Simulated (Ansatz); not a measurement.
# BH2O2F (SMILES OB(O)F): MP2/def2-SVPD

Aim: the vertical ionisation energy of BH2O2F at MP2/def2-SVPD, from 2 runs. 

Program for the calculation: Ansatz 0.2.0.

57 further runs of the same task are left out: 57 set aside as unsound or not needed.

**1. Starting point**

The species is BH2O2F (6 atoms), meant as a singlet with charge 0. SMILES: `OB(O)F`. Geometry: relaxed at PBE0-D4/def2-TZVP. This is one conformer, not always the lowest.

Bond lengths: O1–B2 1.360 Å, B2–O3 1.352 Å, B2–F4 1.333 Å, O1–H5 0.960 Å, O3–H6 0.960 Å. Angles: O1–B2–O3 121.6°, O1–B2–F4 120.5°, O3–B2–F4 117.9°, B2–O1–H5 113.1°, B2–O3–H6 112.5°.

**2. A single-point energy at MP2/def2-SVPD**

File molecule.yaml:

```yaml
crystal:
  periodic: [false, false, false]
  atoms:
    - {symbol: O, position_ang: [-0.477500, 0.971000, -0.208400]}
    - {symbol: B, position_ang: [-0.023800, -0.307500, -0.106500]}
    - {symbol: O, position_ang: [0.989400, -0.635200, 0.726100]}
    - {symbol: F, position_ang: [-0.573100, -1.280600, -0.833200]}
    - {symbol: H, position_ang: [-1.198900, 1.066100, -0.834300]}
    - {symbol: H, position_ang: [1.326000, 0.122200, 1.210000]}
basis:
  gaussian:
    orbitals: def2-SVPD
correlation:
  method: mp2
  frozen_orbitals: {B: 1, F: 1, H: 0, O: 1}
accuracy: high
```

Started as:

```
$ ansatz run molecule.yaml --threads 1 --pin off --max-ram 3480MiB --events-out events.jsonl --progress --plain --runs-dir runs
```

The log of the run:

```text
Warning: RAYON_NUM_THREADS=1 ignored (pool sized by the plan → 1); use --threads N
Functional definition: HF
  name "HF"
  exchange = exact_x
  correlation = 0
2074 factors; integrals over basis functions are off by at most 3.5e-9 eV
mean field evaluation 1: about -7479.6488 eV, gradient 4.5e1 eV
mean field evaluation 2: about -7479.6515 eV, gradient 4.5e1 eV
mean field evaluation 4: about -7483.1424 eV, gradient 2.6e0 eV
mean field evaluation 8: about -7483.1629 eV, gradient 7.8e-5 eV
mean field -7483.16290595 eV, -275.0011645237 hartree, gradient 2.0e-8 eV, S^2 0.000000; 0 other end points of the search recorded, 0 dependent functions left out
4 core orbitals not correlated: weight in the atoms' cores, before any rotation towards them, 1.000 or more for the frozen orbitals, at most 0.000 for the correlated occupied ones
reference -7483.16290595 eV, -275.0011645237 hartree; 12, 12 occupied and 89, 89 virtual orbitals, 2074 factors
second order -18.07648965 eV of doubles, -0.00000000 eV of singles
Total energy: -7501.23939560 eV, -275.6654632657 hartree
```

Wall time 6.6 s (1 thread of Arm Neoverse N1, shared host); peak memory 0.28 GiB.

**3. The doublet cation, same level**

File in.yaml:

```yaml
crystal:
  periodic: [false, false, false]
  atoms:
    - symbol: O
      position_ang: [-0.477500, 0.971000, -0.208400]
    - symbol: B
      position_ang: [-0.023800, -0.307500, -0.106500]
    - symbol: O
      position_ang: [0.989400, -0.635200, 0.726100]
    - symbol: F
      position_ang: [-0.573100, -1.280600, -0.833200]
    - symbol: H
      position_ang: [-1.198900, 1.066100, -0.834300]
    - symbol: H
      position_ang: [1.326000, 0.122200, 1.210000]
basis:
  gaussian:
    orbitals: def2-SVPD
total_charge: 1
correlation:
  method: mp2
  frozen_orbitals: {B: 1, F: 1, H: 0, O: 1}
magnetization:
  spin_polarized: true
  initial_magnetization: 1
accuracy: high
```

Started as:

```
$ ansatz run in.yaml --threads 1 --pin off --max-ram 3480MiB --events-out events.jsonl --progress --plain --runs-dir runs
```

The log of the run:

```text
Warning: RAYON_NUM_THREADS=1 ignored (pool sized by the plan → 1); use --threads N
[... 4 set-up lines as earlier in the session ...]
2074 factors; integrals over basis functions are off by at most 3.5e-9 eV
mean field evaluation 1: about -7465.6483 eV, gradient 3.7e1 eV
mean field evaluation 2: about -7465.7075 eV, gradient 3.7e1 eV
mean field evaluation 4: about -7470.7757 eV, gradient 3.2e0 eV
mean field evaluation 8: about -7470.9491 eV, gradient 6.6e-1 eV
mean field evaluation 16: about -7471.2417 eV, gradient 6.9e-4 eV
mean field evaluation 32: about -7470.8671 eV, gradient 4.1e0 eV
mean field -7471.24173704 eV, -274.5630696467 hartree, gradient 1.7e-8 eV, S^2 0.762712; 5 other end points of the search recorded, 0 dependent functions left out
4 core orbitals not correlated: weight in the atoms' cores, before any rotation towards them, 1.000 or more for the frozen orbitals, at most 0.000 for the correlated occupied ones
reference -7471.24173704 eV, -274.5630696467 hartree; 12, 11 occupied and 89, 90 virtual orbitals, 2074 factors
second order -16.65668664 eV of doubles, -0.00000000 eV of singles
Total energy: -7487.89842368 eV, -275.1751915906 hartree
```

It took 14 s on 1 thread of Arm Neoverse N1, shared host; peak memory 0.33 GiB.

**4. What came out**

Level: MP2/def2-SVPD, 4 core orbitals frozen.

```
                                                   quantity          value
                               singlet BH2O2F: total energy  -275.66546 Eh
singlet BH2O2F: correlation energy (4 core orbitals frozen)     -664.3 mEh
                               doublet cation: total energy  -275.17519 Eh
doublet cation: correlation energy (4 core orbitals frozen)     -612.1 mEh
          doublet cation: ⟨S²⟩ of the reference determinant          0.763
         vertical ionisation energy (to the doublet cation)      13.341 eV
```

Removing an electron at fixed nuclei costs 13.34 eV (308 kcal/mol).
